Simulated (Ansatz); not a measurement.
The system is CaIrN2.

```xyz
4
Lattice="1.6489 0.9520 5.0094 -1.6489 0.9520 5.0094 0.0000 -1.9039 5.0094" Properties=species:S:1:pos:R:3 pbc="T T T"
Ir    0.0000    0.0000    7.5141
Ca    0.0000    0.0000    0.0000
N     0.0000    0.0000    3.4697
N     0.0000    0.0000   11.5585
```

The cell comes from a database or a generator and needn't be the stable form of this composition.

```yaml
Program: Ansatz 0.2.0
Task: relaxation of cell and atoms
Functional: r2SCAN
Potentials_or_basis: Ansatz PAW
Cutoff: "500 eV (not typed: the program's choice for these potentials)"
k_mesh: 9 × 9 × 9
Occupations: fermi-dirac, width 0.05 eV
Spin: no spin polarisation
Hubbard_terms: Ir d U = 8 eV
```

At the start: volume 11.79 Å³/atom.

How do energy, volume and symmetry change on relaxing?

It ends after 6 steps and the volume is 11.64 Å³/atom (-1.3 %); space group R-3m (No. 166, to 0.05 Å).

The path:
```
step  energy change (eV)  largest force (eV/Å)  volume (Å³)
   1              0.0000                0.6924        47.18
   2             -0.0327                0.1135        46.06
   3             -0.0367                0.0081        46.60
   4             -0.0370                0.0095        46.58
   5             -0.0370                0.0004        46.56
   6             -0.0367                0.0002        46.56
```

Final structure:
```
Ir Ca N
1.0
     1.64058    0.94719    4.99398
    -1.64058    0.94719    4.99398
     0.00000   -1.89438    4.99398
Ir Ca N
1 1 2
Cartesian
  0.0000 0.0000 7.4910
  0.0000 0.0000 0.0000
  0.0000 0.0000 3.5080
  0.0000 0.0000 11.4739
```

Caveat: the plane-wave basis is chosen anew once the cell has moved, so the energies of steps on either side of that aren't comparable; U without spin polarisation on a metal has little footing; the PAW data sets come from PBE, with cores solved anew for the run's functional, which leaves a small shift of forces and pressure.
